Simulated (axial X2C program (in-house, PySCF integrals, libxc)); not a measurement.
# Linear WOH⁻ at several levels

How do method and spin–orbit coupling move the bonds and stretches of WOH⁻, held linear?

Program: an in-house X2C program for linear molecules on PySCF integrals. Level of theory: all-electron X2C, two-component (2c) or spin-free, W dyall-v3z, O dyall-av3z, H dyall-v3z. These are calculated values, not measurements.

All values are calculated.

2 further runs of the same task are left out: 2 set aside as unsound or not needed.

## Step 1: Input

File task.json:

```json
{
 "zs": [
  74,
  8,
  1
 ],
 "q": -1,
 "bas": [
  "dyall-v3z",
  "dyall-av3z",
  "dyall-v3z"
 ],
 "r0": [
  2.0,
  0.96
 ],
 "symm": 0,
 "scan": [
  "PBE0",
  "HF",
  "B3LYP"
 ],
 "levels": [
  "PBE0",
  "HF",
  "r2SCAN"
 ],
 "nst": 2
}
```

Keys: zs atomic numbers; q charge; bas basis sets; r0 starting distance in Å; symm equal bonds; scan levels of the two-bond scan (MP2 follows by itself at each HF point); levels methods; nst determinants followed.

Launch:

```bash
python solin.py task.json out
```

Masses W 183.951, O 15.995, H 1.008 u.

## Step 2: Scan at PBE0, 2c

State: Ω = 2 (beyond evenly filled blocks: ω = -1/2, ω = 5/2). Energies above the lowest point, from the job's result record:

```tsv
r(W–O) (Å)	r(O–H) (Å)	E (meV)
1.8749	0.9233	36.89
1.8749	0.9470	22.09
1.8749	0.9707	39.63
1.9230	0.9233	15.29
1.9230	0.9470	0.00
1.9230	0.9707	17.03
1.9230	0.9943	61.19
1.9711	0.9233	38.26
1.9711	0.9470	22.35
1.9711	0.9707	38.75
2.0192	0.9470	78.87
2.0192	0.9943	137.31
```

A quadratic surface with cubic terms in each bond gives the minimum at 1.921 and 0.946 Å, force constants 3.1, 9.28 and coupling -0.09 mdyn/Å.

## Step 3: Scan at HF, 2c

State: Ω = 2 (beyond evenly filled blocks: ω = -1/2, ω = 5/2). Energies above the lowest point, from the job's result record:

```tsv
r(W–O) (Å)	r(O–H) (Å)	E (meV)
1.8749	0.9233	131.48
1.8749	0.9470	142.35
1.8749	0.9707	185.94
1.9230	0.9233	38.48
1.9230	0.9470	49.05
1.9230	0.9707	92.32
1.9230	0.9943	162.98
1.9711	0.9233	0.00
1.9711	0.9470	10.09
1.9711	0.9707	52.86
2.0192	0.9470	14.06
2.0192	0.9943	125.65
```

A quadratic surface with cubic terms in each bond gives the minimum at 1.989 and 0.928 Å, force constants 2.67, 10.4 and coupling -0.07 mdyn/Å.

## Step 4: Scan at B3LYP, 2c

State: Ω = 2 (beyond evenly filled blocks: ω = -1/2, ω = 5/2). Energies above the lowest point, from the job's result record:

```tsv
r(W–O) (Å)	r(O–H) (Å)	E (meV)
1.8749	0.9233	53.90
1.8749	0.9470	35.38
1.8749	0.9707	48.83
1.9230	0.9233	19.01
1.9230	0.9470	0.00
1.9230	0.9707	12.95
1.9230	0.9943	52.71
1.9711	0.9233	29.74
1.9711	0.9470	10.09
1.9711	0.9707	22.40
2.0192	0.9470	55.24
2.0192	0.9943	105.12
```

A quadratic surface with cubic terms in each bond gives the minimum at 1.935 and 0.949 Å, force constants 2.97, 9 and coupling -0.09 mdyn/Å.

## Step 5: The levels side by side

| level | r(W–O) (Å) | r(O–H) (Å) | lower stretch (cm⁻¹) | upper stretch (cm⁻¹) |
| --- | --- | --- | --- | --- |
| PBE0, 2c | 1.921 | 0.946 | 581.1 | 4080.7 |
| HF, 2c | 1.989 | 0.928 | 539.1 | 4316.9 |
| B3LYP, 2c | 1.935 | 0.949 | 568.0 | 4017.8 |
| MP2, 2c | 1.963 | 0.951 | 543.0 | 4024.3 |
| PBE0, spin-free | 1.923 | 0.946 | 580.7 | 4086.6 |
| HF, spin-free | 1.990 | 0.929 | 539.7 | 4314.4 |
| B3LYP, spin-free | 1.938 | 0.948 | 568.1 | 4029.4 |
| MP2, spin-free | 1.967 | 0.951 | 540.4 | 4027.6 |

Scans not shown above were run alike.

**Reading.** Over the levels the W–O bond spans 1.921 to 1.990 Å and the O–H bond 0.928 to 0.951 Å. At PBE0 going from spin-free to two-component moves the bonds by -0.002 and +0.000 Å. Each state is one determinant, the lowest of a limited PBE0 search; the stretches come from a fit to few points and are good to some per cent at best. MP2 freezes inner shells (threshold -2 hartree). For an anion the highest level of a functional can be positive, and the basis then holds the extra electron. The molecule was held linear; bending was not examined, so a bent shape may lie lower. Open-shell Ω = 0 determinants with evenly filled partner blocks cannot be reached by this program, so the Ω shown need not be the lowest component. Note: several unpaired electrons, one determinant need not be a pure state.
